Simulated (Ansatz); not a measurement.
# SiTeH₃− (SMILES [SiH2-][TeH]): single points off equilibrium

One table from this session's results is given with a row withheld; the runs are named, their logs left out.

Program: Ansatz 0.2.0, Gaussian basis. Level of theory: single points in def2-TZVPPD. These are calculated values, not measurements.

Correlated methods freeze the cores. Filled d shells of the heavier atoms are correlated. Core potentials replace the inner electrons past krypton, and spin-orbit coupling is left out.

## Where the work starts

SMILES `[SiH2-][TeH]`, 5 atoms, charge -1, spin multiplicity 1.

Atoms are counted from 1 here; the program's logs count them from 0.

Bond lengths: Si1–Te2 2.481 Å, Si1–H3 1.593 Å, Si1–H4 1.523 Å, Te2–H5 1.787 Å. Angles: Te2–Si1–H3 99.7°, Te2–Si1–H4 100.2°, H3–Si1–H4 92.6°, Si1–Te2–H5 97.8°.

Geometry (Å):

```
Si   -0.4977   -0.7198   -0.3672
Te    0.8988    1.2080    0.3314
H    -1.2418   -1.0254    1.0081
H     0.4936   -1.8585   -0.1639
H     0.3114    2.3830   -0.8802
```

Set-up of the first run:

Input file run/in.yaml:

```yaml
crystal:
  periodic: [false, false, false]
  atoms:
    - {symbol: Si, position_ang: [-0.497700, -0.719800, -0.367200]}
    - {symbol: Te, position_ang: [0.898800, 1.208000, 0.331400]}
    - {symbol: H, position_ang: [-1.241800, -1.025400, 1.008100]}
    - {symbol: H, position_ang: [0.493600, -1.858500, -0.163900]}
    - {symbol: H, position_ang: [0.311400, 2.383000, -0.880200]}
basis:
  gaussian: {orbitals: "def2-TZVPPD.json"}
total_charge: -1
correlation: {method: ccsd_t}
output: {forces: true}
```

The basis file named in the input lies beside it (Basis Set Exchange, JSON).

The command line of these runs was not kept.

Among the steps run: CCSD(T)/def2-TZVPPD; PBE0-D4/def2-TZVPPD; wB97M-V/def2-TZVPPD; r2SCAN-D4/def2-TZVPPD; PBE-D4/def2-TZVPPD; r2SCANh-D4/def2-TZVPPD; LC-wPBE/def2-TZVPPD.

One table of the session follows, with a row left open; its other results are not shown here.

```
    method  RMS force component (eV/Å)  angle to CCSD(T) forces (°)
   CCSD(T)                       0.835                    reference
   PBE0-D4                           ?                            ?
   wB97M-V                       0.828                          2.6
 r2SCAN-D4                       0.740                          2.2
    PBE-D4                       0.694                         10.1
r2SCANh-D4                       0.763                          2.5
   LC-wPBE                       0.827                          9.4
```

**Question.** Estimate the row for PBE0-D4.

As computed: RMS force component (eV/Å): 0.758; angle to CCSD(T) forces (°): 2.6. In the column «RMS force component (eV/Å)» it lies between r2SCAN-D4 (0.740) and r2SCANh-D4 (0.763).
